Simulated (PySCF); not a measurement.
# C8H11N (3-propylpyridine): the cost of one run

Computed with PySCF 2.14.0 and routines of our own; the level stands in each step. Atoms count from 0.

## Step 1: The system as given

20 atoms, charge 0, multiplicity 1; geometry from: GFN2-xTB.

## Step 2: Relaxing the molecule at PBE0-D3(BJ)/def2-SVP

Job settings and geometry (Å):

```
{"job": {"xc": "PBE0", "basis": "def2-SVP", "d3": "d3bj", "grid": 2, "kind": "geom"}, "charge": 0, "multiplicity": 1}
C     -3.140913    -0.332482    -0.309377
C     -1.657125    -0.233938    -0.638548
C     -0.805220    -0.104223     0.630516
C      0.648308    -0.007610     0.280710
C      1.256530     1.215734     0.024076
C      2.592516     1.248130    -0.337861
C      3.277094     0.046190    -0.431716
N      2.713472    -1.125155    -0.192261
C      1.438817    -1.145768     0.150871
H     -3.474762     0.554923     0.224572
H     -3.336184    -1.201516     0.315298
H     -3.728065    -0.425639    -1.219941
H     -1.342576    -1.123330    -1.189395
H     -1.480277     0.633066    -1.279619
H     -0.975989    -0.975912     1.265920
H     -1.115214     0.787536     1.180108
H      0.688513     2.131895     0.112633
H      3.090102     2.183604    -0.542624
H      4.322605     0.013937    -0.708943
H      1.023220    -2.128767     0.337092
```

Started as:

```sh
$ OMP_NUM_THREADS=1 python excited_run.py task.json out
```

This one command runs all jobs of the session in turn.

Q: Estimate the wall time and peak memory of this first job on 1 thread of Arm Neoverse V2, shared host.

About 70 s, with a peak of 0.82 GiB.
